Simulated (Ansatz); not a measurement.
Task: a rigid scan of one bond length of CH6GeOS, SMILES SC[O][GeH3], with the Python package of Ansatz (0.2.0). Give the script and its output. Use (for the species named): Hartree-Fock, def2-SVP basis, multiplicity 1.

```xyz
10

S     0.7167    1.2349   -1.5578
C     1.1084    0.0861   -0.2644
O     0.1159   -0.9328   -0.1891
Ge   -1.1373   -0.3630    0.8658
H     0.6693    0.2824   -2.5882
H     1.2826    0.6317    0.7014
H     2.1080   -0.3706   -0.5402
H    -2.2557   -1.4634    0.9295
H    -0.6859   -0.0719    2.3436
H    -1.8387    0.9154    0.3022
```

The script, `ch6geos_scan.py`:
```python
from dataclasses import dataclass

import ansatz
from ase import Atoms
import numpy as np


@dataclass
class Options:
    basis_set: str = "def2-SVP"
    functional: str = "hf"


cfg = Options()

atoms = Atoms(["S", "C", "O", "Ge", "H", "H", "H", "H", "H", "H"], positions=[
    (0.7167, 1.2349, -1.5578),
    (1.1084, 0.0861, -0.2644),
    (0.1159, -0.9328, -0.1891),
    (-1.1373, -0.363, 0.8658),
    (0.6693, 0.2824, -2.5882),
    (1.2826, 0.6317, 0.7014),
    (2.108, -0.3706, -0.5402),
    (-2.2557, -1.4634, 0.9295),
    (-0.6859, -0.0719, 2.3436),
    (-1.8387, 0.9154, 0.3022),
])
system = ansatz.Crystal.molecule_from_ase(atoms)

symbols = [site.symbol for site in system.cartesian_sites]
start = np.array([site.position_ang for site in system.cartesian_sites])
axis = (start[1] - start[2]) / np.linalg.norm(start[1] - start[2])
moving = [0, 1, 4, 5, 6]
lengths, energies = [1.253, 1.31, 1.367, 1.424, 1.481, 1.538, 1.595, 1.681], []
for length in lengths:
    xyz = start.copy()
    xyz[moving] += (length - np.linalg.norm(start[1] - start[2])) * axis
    point = ansatz.Crystal.molecule()
    for symbol, place in zip(symbols, xyz):
        point = point.atom(symbol, place.tolist())
    base = point.calculation().basis(gaussian=cfg.basis_set).functional(cfg.functional)
    rep = base.run(threads=1).report
    energies.append(rep["free_energy_ev"])
    print(f"r = {length:6.3f} A  E = {energies[-1]:.5f} eV  <S^2> = {abs(rep['mean_field']['state']['spin_squared']):.3f}")

fit = np.polynomial.Polynomial.fit(lengths, np.array(energies) - min(energies), 4).convert()
roots = [r.real for r in fit.deriv().roots() if abs(r.imag) < 1e-9 and fit.deriv(2)(r.real) > 0]
r_e = min(roots, key=lambda r: abs(r - lengths[int(np.argmin(energies))]))
print(f"minimum of the fit at {r_e:.4f} A, force constant {fit.deriv(2)(r_e):.2f} eV/A^2")
```

```console
$ python ch6geos_scan.py
r =  1.253 A  E = -70439.23731 eV  <S^2> = 0.000
r =  1.310 A  E = -70439.62446 eV  <S^2> = 0.000
r =  1.367 A  E = -70439.80237 eV  <S^2> = 0.000
r =  1.424 A  E = -70439.82741 eV  <S^2> = 0.000
r =  1.481 A  E = -70439.74200 eV  <S^2> = 0.000
r =  1.538 A  E = -70439.57799 eV  <S^2> = 0.000
r =  1.595 A  E = -70439.35919 eV  <S^2> = 0.000
r =  1.681 A  E = -70438.96355 eV  <S^2> = 0.000
minimum of the fit at 1.4059 A, force constant 37.98 eV/A^2
```

Notes:
- Total energies depend on the basis set; only differences at equal settings carry meaning.
- The rest of the molecule is held rigid at a force-field or estimated start geometry, and the basis set is modest; single-reference methods fail as a bond breaks.
- Hartree-Fock leaves correlation out, so bond, atomisation and ionisation energies come out well too low.
- The orbitals are restricted, so S² is zero by construction.
- Finished in 16 s on 1 thread of Arm Neoverse V2 (shared host), peak memory 0.29 GiB.
